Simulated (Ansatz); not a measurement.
**AlFe: how the settings move a single-point run**

Question: which choices in the input matter for AlFe?

Program: Ansatz 0.2.0. Level of theory: reference: DFT, PBE, all-electron LAPW, scalar-relativistic. These are calculated values, not measurements.

## Step 1: The system as given

Symmetry: Pm-3m, No. 221, cubic system. The conventional cell has a = 2.910 Å, b = 2.910 Å, c = 2.910 Å, α = 90.00°, β = 90.00°, γ = 90.00°. Al (site symmetry m-3m) has 8 Fe at 2.52 Å as nearest neighbours. Around Fe (site symmetry m-3m) lie 8 Al at 2.52 Å.

Coordinates:

```xyz
4
Lattice="0.0000 2.9100 2.9100 2.9100 0.0000 0.0000 0.0000 2.9100 -2.9100" Properties=species:S:1:pos:R:3 pbc="T T T"
Al    0.0000    0.0000    0.0000
Al    0.0000    2.9100    0.0000
Fe    1.4550    1.4550    1.4550
Fe    1.4550    1.4550   -1.4550
```

## Step 2: The reference run

The input, input.yaml:

```yaml
crystal:
  lattice:
    - [0.0, 2.91, 2.91]
    - [2.91, 0.0, 0.0]
    - [0.0, 2.91, -2.91]
  atoms:
    - { symbol: Al, position: [0.0, 0.0, 0.0] }
    - { symbol: Al, position: [0.5, 0.0, 0.5] }
    - { symbol: Fe, position: [0.5, 0.5, 0.0], spin: 3.0 }
    - { symbol: Fe, position: [0.0, 0.5, 0.5], spin: -3.0 }
magnetization:
  spin_polarized: true
kpoints:
  mp_grid: { grid: [7, 10, 7] }
scf:
  occupations: { method: fermi_dirac, width: 0.1 }
  lower_state_search: "off"
hamiltonian:
  xc: pbe
  pseudopotentials: { kind: all_electron, lapw: { basis_error: 0.001 } }
output:
  forces: true
  stress: true
  eigenvalues: true
  populations: true
```

Launch:

```
$ ansatz run input.yaml --threads 2 --pin off --max-ram 6144MiB --backend cpu --events-out ev --progress --plain --runs-dir out
```

## Step 3: Changing settings: mp_grid.shift [0.5, 0.5, 0.5]

Edit input.yaml of step 2 so:

```diff
@@ -13,3 +13,3 @@
 kpoints:
-  mp_grid: { grid: [7, 10, 7] }
+  mp_grid: { grid: [7, 10, 7], shift: [0.5, 0.5, 0.5] }
 scf:
```

What does the calculation give? Wanted: for each run, ending; energy change; pressure; abs. moment; force.

The runs gave:

```tsv
run	ending	energy change	pressure (GPa)	abs. moment (μB)	force (eV/Å)	cycles	time
reference	converged	0	-4.7	2.05	0.00	21	30 s
1: mp_grid.shift [0.5, 0.5, 0.5]	converged	-0.6 meV/atom	-4.9	2.00	0.00	20	29 s
```

Residual by cycle in the longest SCF loop of each run; runs are numbered as in the table. The quantity is the density residual dr2, in eV.

```tsv
cycle	reference	run 1
1	0.607	0.607
3	0.286	0.286
5	0.0293	0.0302
6	0.00108	0.00107
8	2.0e-4	2.1e-4
10	1.4e-5	8.1e-5
12	1.0e-4	0.00131
14	4.7e-4	8.6e-5
16	1.2e-5	9.0e-6
17	5.2e-7	4.9e-6
19	3.2e-7	6.5e-8
21	2.4e-9	-
```

What this shows: Changing the k-point mesh moves the energy by -0.6 meV/atom. The energy is not variational in the mesh, so the sign tells nothing.
